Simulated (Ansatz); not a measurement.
# BFGeH: the cost of one run

Computed with Ansatz 0.2.0, Gaussian basis. Level: the settings change from run to run.

20 further runs of the same task are left out: 11 that didn't finish, 9 set aside as unsound or not needed. Runs told in other sessions of the task aren't counted.

## (1) What is computed

The geometry is a PBE0/def2-TZVP stationary point (not a proven minimum) of the parent state, kept for this charge and spin. No spin-orbit coupling is included. The filled d shell of Ge may be among the frozen orbitals whatever the setting's name suggests.

4 atoms, charge 0, spin multiplicity 6.

Atoms are counted from 1 here; the program's logs count them from 0.

Bond lengths: B1–Ge2 1.904 Å, Ge2–F3 1.741 Å, Ge2–H4 1.533 Å. Angles: B1–Ge2–F3 122.5°, B1–Ge2–H4 135.8°, F3–Ge2–H4 101.7°.

As a file:

| atom | x (Å) | y (Å) | z (Å) |
| --- | --- | --- | --- |
| B1 | 0.0000 | -0.8155 | 1.7220 |
| Ge2 | 0.0000 | 0.2259 | 0.1280 |
| F3 | 0.0000 | -0.4911 | -1.4582 |
| H4 | 0.0000 | 1.7220 | -0.2065 |

## (2) MP2 on UHF/def2-SVP

Contents of in.yaml:

```yaml
crystal:
  periodic: [false, false, false]
  atoms:
    - {symbol: B, position_ang: [0.000000, -0.815465, 1.721972]}
    - {symbol: Ge, position_ang: [0.000000, 0.225920, 0.127967]}
    - {symbol: F, position_ang: [0.000000, -0.491121, -1.458209]}
    - {symbol: H, position_ang: [0.000000, 1.722026, -0.206468]}
basis:
  gaussian: {orbitals: def2-SVP}
magnetization: {spin_polarized: true, initial_magnetization: 5}
correlation: {method: mp2, electrons: outside_noble_gas}
accuracy: high
scf: {lower_state_search: full}
output: {forces: true}
```

The run is started by

```console
$ ansatz run in.yaml --threads 1 --pin off --events-out ev --progress --plain --max-ram 2393MiB
```

**Question.** How long does this run take on 1 thread of Intel Xeon Platinum 8259CL at 2.50GHz, shared host, and how much memory does it need?

About 45 s, with a peak of 0.25 GiB.
